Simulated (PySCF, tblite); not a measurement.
**hydroxylated disilicon oxide cation (Si₂H₂O₃+) (doublet): geometry, infrared bands and EPR parameters**

What infrared bands and EPR parameters should hydroxylated disilicon oxide cation (Si₂H₂O₃+) (doublet) (`O[Si+](O)O[Si]`) show?

Computed with tblite 0.8.0 and PySCF 2.14.0, with density-fitted response routines of our own, on a single molecule in the gas phase. Atoms count from 0, in the outputs and in this text.

## 1. The molecule as given

7 atoms, charge 1, multiplicity 2; geometry from: force field or distance geometry start.

Bonds of the start (Å): O0–Si1 1.64, Si1–O2 1.64, Si1–O3 1.66, O3–Si4 1.66, O0–H5 0.98, O2–H6 0.97.

## 2. Relaxing the molecule with GFN2-xTB

What the job is given:

```
{"job": {"kind": "relax", "xc": "GFN2-xTB", "basis": "xTB"}, "charge": 1, "multiplicity": 2}
O     -0.290000     1.319000     0.934800
Si    -0.121300    -0.286200     0.619900
O     -1.430400    -0.772100    -0.234600
O      1.205200    -0.509900    -0.345300
Si     2.844800    -0.261400    -0.331900
H     -0.985700     1.749100     0.392900
H     -1.219300    -1.233500    -1.062900
```

On the command line:

```
$ OMP_NUM_THREADS=1 python probes_run.py task.json out
```

One launch serves the whole session: the jobs run in the order shown.

Log:

```text
step      E/eV     max force
  0    -444.63965    2.671
  1    -444.87817    1.274
  2    -444.92816    0.975
  3    -444.95743    0.730
  4    -445.10565    1.877
  5    -445.14568    1.167
  6    -445.18888    0.340
  7    -445.19368    0.278
  8    -445.20336    0.409
  9    -445.21576    0.561
 10    -445.23223    0.624
 11    -445.24590    0.523
 12    -445.25822    0.374
 13    -445.26685    0.372
 14    -445.27949    0.478
 15    -445.29497    0.570
 16    -445.31302    0.444
 17    -445.32062    0.248
 18    -445.32587    0.258
 19    -445.33120    0.279
 20    -445.33696    0.329
 21    -445.33619    0.618
 22    -445.34510    0.269
 23    -445.34735    0.196
 24    -445.35092    0.156
 25    -445.35474    0.184
 26    -445.36397    0.249
 27    -445.36699    0.233
 28    -445.37211    0.189
 29    -445.37477    0.152
 30    -445.37623    0.155
 31    -445.37780    0.148
 32    -445.38018    0.114
 33    -445.38080    0.087
 34    -445.38130    0.083
 35    -445.38180    0.083
 36    -445.38237    0.073
 37    -445.38290    0.059
 38    -445.38328    0.049
 39    -445.38346    0.024
 40    -445.38351    0.020
 41    -445.38352    0.012
 42    -445.38352    0.009
```

It took 0.11 s on 1 thread of AMD EPYC 9R45, shared host.

The steps of the relaxation: (not every step is listed)

```tsv
step	energy from step 0 (eV)	largest force (eV/Å)
0	0.0000	2.6710
1	-0.2385	1.2737
2	-0.2885	0.9751
3	-0.3178	0.7304
4	-0.4660	1.8769
5	-0.5060	1.1671
6	-0.5492	0.3402
7	-0.5540	0.2782
8	-0.5637	0.4089
10	-0.5926	0.6245
12	-0.6186	0.3744
14	-0.6398	0.4783
16	-0.6734	0.4441
18	-0.6862	0.2581
20	-0.6973	0.3293
22	-0.7054	0.2689
24	-0.7113	0.1559
26	-0.7243	0.2486
28	-0.7325	0.1890
30	-0.7366	0.1546
32	-0.7405	0.1144
34	-0.7416	0.0834
36	-0.7427	0.0734
37	-0.7432	0.0591
38	-0.7436	0.0491
39	-0.7438	0.0235
40	-0.7439	0.0196
41	-0.7439	0.0116
42	-0.7439	0.0086
```

Close pairs (by a distance rule), those that changed most:

```tsv
bond	before (Å)	after (Å)	change (Å)
Si1–O3	1.656	1.556	-0.100
O0–Si1	1.644	1.569	-0.076
O3–Si4	1.658	1.731	+0.073
Si1–O2	1.637	1.573	-0.064
O0–H5	0.981	0.961	-0.021
O2–H6	0.971	0.959	-0.012
```

The final coordinates are the input of the step that follows.

## 3. Vibrational analysis with GFN2-xTB

What the job is given:

```
{"job": {"kind": "ir", "xc": "GFN2-xTB", "basis": "xTB"}, "charge": 1, "multiplicity": 2}
O     -0.361540     1.435732     0.763194
Si    -0.111505     0.069581     0.034036
O     -1.357526    -0.770957    -0.430105
O      1.369429    -0.354197    -0.186124
Si     3.076354    -0.610864    -0.318036
H     -1.197320     1.854691     0.983757
H     -1.414558    -1.619081    -0.873800
```

Log:

```text
mode    cm-1     km/mol
  1      94.8      2.38
  2     138.9      0.19
  3     207.4     32.83
  4     217.3     25.81
  5     274.1     45.33
  6     331.7    186.70
  7     361.4    213.13
  8     397.0     20.93
  9     710.8    205.62
 10     725.6    320.40
 11     895.0     12.10
 12    1160.1    243.46
 13    1191.3    290.56
 14    3538.4    290.08
 15    3568.5    184.68
```

Run time: 0.08 s. Hardware: 1 thread of AMD EPYC 9R45, shared host.

Which atoms move in the most intense modes:

```tsv
cm⁻¹	km/mol	atoms
332	186.7	H5 86 %, O0 12 %
361	213.1	H6 90 %
711	205.6	H6 59 %, H5 25 %, O2 12 %
726	320.4	H5 56 %, H6 24 %, O0 14 %
1160	243.5	Si1 47 %, O0 29 %, O2 21 %
1191	290.6	Si1 47 %, O3 36 %
3538	290.1	H5 91 %
3568	184.7	H6 91 %
```

## 4. Optimising the geometry at PBE0-D3(BJ)/def2-SVP

What the job is given:

```
{"job": {"xc": "PBE0", "basis": "def2-SVP", "d3": "d3bj", "grid": 1, "shake": 0.01, "kind": "geom"}, "charge": 1, "multiplicity": 2}
O     -0.341130     1.410180     0.767370
Si    -0.117180     0.065050     0.031880
O     -1.377730    -0.773280    -0.438760
O      1.402660    -0.351940    -0.189650
Si     3.073540    -0.617540    -0.328590
H     -1.201230     1.859510     0.981370
H     -1.404980    -1.621080    -0.873560
```

Log:

```text
step   0  E = -804.82728424  max force = 0.037848
step   1  E = -804.82928002  max force = 0.015613
step   2  E = -804.83019265  max force = 0.012147
step   3  E = -804.83065105  max force = 0.003522
step   4  E = -804.83068874  max force = 0.001377
step   5  E = -804.83069725  max force = 0.000535
step   6  E = -804.83070015  max force = 0.000436
step   7  E = -804.83069973  max force = 0.000531
step   8  E = -804.83069867  max force = 0.000434
optimisation converged
```

Wall time 19 s (1 thread of AMD EPYC 9R45, shared host); peak memory 0.38 GiB.

Relaxation path:

```tsv
step	energy from step 0 (eV)	largest force component (eV/Å)
0	0.0000	1.9462
1	-0.0543	0.8029
2	-0.0791	0.6246
3	-0.0916	0.1811
4	-0.0926	0.0708
5	-0.0929	0.0275
6	-0.0930	0.0224
7	-0.0929	0.0273
8	-0.0929	0.0223
```

Close pairs (by a distance rule), those that changed most:

```tsv
bond	before (Å)	after (Å)	change (Å)
O3–Si4	1.698	1.757	+0.060
O0–Si1	1.549	1.583	+0.034
O0–H5	0.994	0.968	-0.026
Si1–O3	1.591	1.569	-0.023
O2–H6	0.953	0.967	+0.014
Si1–O2	1.585	1.587	+0.001
```

The final coordinates are the input of the step that follows.

```tsv
at the end point	value
point group (found at 0.08 Å tolerance)	Cs
rotational constants (GHz, main isotopes)	7.686, 1.702, 1.393
⟨S²⟩	0.756
```

## 5. g tensor and hyperfine couplings: B3LYP/IGLO-III+pcH-1

What the job is given:

```
{"job": {"kind": "epr"}, "charge": 1, "multiplicity": 2}
O     -0.393616     1.416048     0.819446
Si    -0.106047     0.069017     0.038305
O     -1.357995    -0.795059    -0.412999
O      1.388391    -0.320417    -0.236563
Si     3.124201    -0.529322    -0.412458
H     -1.267330     1.766729     1.044252
H     -1.353546    -1.635542    -0.891016
```

Level: UKS B3LYP, IGLO-III on O Si, pcH-1 on H, non-relativistic, mean-field spin-orbit, GIAO.

Log:

```text
UKS, coarse grid
  cycle   1  E = -805.42435149  |g| = 9.76e-01
  cycle   2  E = -800.21484129  |g| = 2.75e+00
  cycle   3  E = -805.55858517  |g| = 6.16e-01
  cycle   4  E = -805.81130942  |g| = 2.75e-01
  cycle   5  E = -805.83967391  |g| = 9.47e-02
  cycle   6  E = -805.84472001  |g| = 5.66e-02
  cycle   7  E = -805.84608555  |g| = 2.98e-02
  cycle   8  E = -805.84656913  |g| = 4.06e-03
  cycle   9  E = -805.84657795  |g| = 2.95e-03
  cycle  10  E = -805.84658264  |g| = 6.48e-04
UKS, final grid
  cycle   1  E = -805.84658447  |g| = 9.05e-04
  cycle   2  E = -805.84658406  |g| = 1.69e-03
  cycle   3  E = -805.84658509  |g| = 1.74e-04
  cycle   4  E = -805.84658522  |g| = 1.43e-04
  cycle   5  E = -805.84658546  |g| = 1.18e-04
  cycle   6  E = -805.84658571  |g| = 1.06e-04
  cycle   7  E = -805.84658613  |g| = 1.00e-04
  cycle   8  E = -805.84658713  |g| = 6.66e-05
  cycle   9  E = -805.84658732  |g| = 2.32e-05
  cycle  10  E = -805.84658733  |g| = 1.09e-05
  cycle  11  E = -805.84658734  |g| = 4.56e-06
E = -805.84658734 Eh   <S^2> = 0.7551 (exact 0.7500)
g shifts (ppm)      1          2          3
  rmc          -137       -137       -137
  gc             36         32         -4
  oz_so     -150609      -9490         70
  total     -150709      -9594        -70
hyperfine (MHz)  atom isotope    a_iso     a_fc   dipolar eigenvalues
    0   17O      -0.52      -0.52     -1.94      0.70      1.24
    1  29Si      -7.73      -7.73    -15.11      7.02      8.08
    2   17O      -0.99      -0.99     -2.24      1.00      1.24
    3   17O       2.64       2.64     -5.47      1.27      4.20
    4  29Si     -22.38     -22.38   -223.93    109.72    114.20
    5    1H      -0.65      -0.65     -1.03     -0.68      1.71
    6    1H      -0.38      -0.38     -0.85     -0.44      1.29
```

Wall time 17 s (1 thread of AMD EPYC 9R45, shared host); peak memory 0.7 GiB.

Principal g values 1.85161, 1.99273, 2.00225; g(iso) = 1.94886, against 2.00232 for a free electron. They are not to be trusted: the run shows a large g shift, which the driver flags as unsure.

Hyperfine couplings; where a row names several nuclei, a(iso) is their mean (it holds for fast rotation or exchange) and the dipolar term the largest among them:

```tsv
nuclei	isotope	a(iso) (MHz)	a(iso) (G, at g = 2.0023)	largest dipolar term (MHz)
Si4	29Si	-22.4	-8.0	-223.9
Si1	29Si	-7.7	-2.8	-15.1
O3	17O	2.6	0.9	-5.5
O0, O2	17O	-0.8	-0.3	-2.2
H5, H6	1H	-0.5	-0.2	1.7
```

Mulliken spin populations:

```tsv
atom	value (e)
O0	0.00
Si1	0.05
O2	0.00
O3	0.00
Si4	0.95
H5	0.00
H6	0.00
```

Orbitals, density, ELF and potential are computed afterwards from the orbital file.

ELF in a plane through or near 7 of the atoms.

Ten even steps from '0' (0.00) to '9' (0.99):
```
0000000000000000000000000000
0000000000000000000000000000
0000000000000000000000000000
0000000000000000000000000000
0000000000000134310000000000
0000111000000268754410000000
0003676410000387689861000000
0026874322430174299861000000
0058618417875027754300000000
0158545728465571310000000000
0037831048775361321000000000
0014664226773148776200000000
0000121002310265488410000000
0000000000000278786300000000
0000000000000489841000000000
0000000000000488710000000000
0000000000000023100000000000
0000000000000000000000000000
0000000000000000000000000000
0000000000000000000000000000
```
The map spans 11.5 Å across and 9.6 Å up, centred on the molecule. Atoms in the plane (x, y in Å): O0 (0.9, 1.4), Si1 (0.1, 0.0), O2 (1.0, -1.3), O3 (-1.4, 0.1), Si4 (-3.2, 0.4), H5 (1.9, 1.5), H6 (0.7, -2.2).

log10 of the density (e/Å³) in the same plane.

Ten even steps from ' ' (-4.0) to '@' (1.9):
```
                                                        
                                                        
                              ....                      
                          ..::::::::..                  
      ..::::::::........::----======--::..              
......::----------::::::--==++****++==--::..            
....::--==========------==++**##%%##**++--::            
..::--==++++++++++++++++==++**%%%%##**++--::            
..::==++++##%%%%****##********####**++==--::            
..::==++**%%@@%%**##%%##**%%@@##**++==--::..            
..::--==++********######**##%%****++==--::..            
..::--====++++++++******++****####**++==::..            
  ..::::----------========++**%%@@##++==::..            
    ....::::::::::--------++**####**++==::..            
          ............::--==++##**++==--....            
                      ..::--==++====--::..              
                          ..::--::::..                  
                            ......                      
                                                        
                                                        
```
The map spans 11.5 Å across and 9.6 Å up, centred on the molecule. Atoms in the plane (x, y in Å): O0 (0.9, 1.4), Si1 (0.1, 0.0), O2 (1.0, -1.3), O3 (-1.4, 0.1), Si4 (-3.2, 0.4), H5 (1.9, 1.5), H6 (0.7, -2.2).

On the surface of density 0.002 e/bohr³ the electrostatic potential runs, from the 1st to the 99th percentile, from 3.41 V near Si4 to 7.75 V near Si1.

The spin density lies nearest to Si4 88 %; O3 7 %.

## 6. What came out

```
                                 quantity                                            value
strongest single infrared mode (GFN2-xTB)                             726 cm⁻¹, 320 km/mol
             zero-point energy (GFN2-xTB)                                    19.7 kcal/mol
                              point group                                               Cs
     rotational constants (main isotopes)                             7.69, 1.70, 1.39 GHz
                           g(iso) (B3LYP)                                          1.94886
                                     ⟨S²⟩                               0.755 (exact 0.75)
       largest a(iso) (averaged by class)                           29Si on Si4, -22.4 MHz
            property runs in this session  1, of which 0 failed and 1 gave unsound results
```

Relaxing lowered the energy by 0.744 eV in 42 steps; the close pair that moved most is Si1–O3, from 1.656 to 1.556 Å (GFN2-xTB). No mode is imaginary among the 15: a minimum at this level. The strongest single mode, at 726 cm⁻¹, moves mainly H5. Unscaled tight-binding wavenumbers are off by several per cent, some by more. Its intensities can rank the bands wrongly. Over 8 steps the energy fell by 0.093 eV; of the close pairs, O3–Si4 changed most, 1.698 to 1.757 Å (PBE0/def2-SVP). Most of the unpaired spin sits on Si4 (0.95 e). The isotropic g lies 53.5 ppt below the free-electron value. These values are not to be trusted: the run shows a large g shift, which the driver flags as unsure.
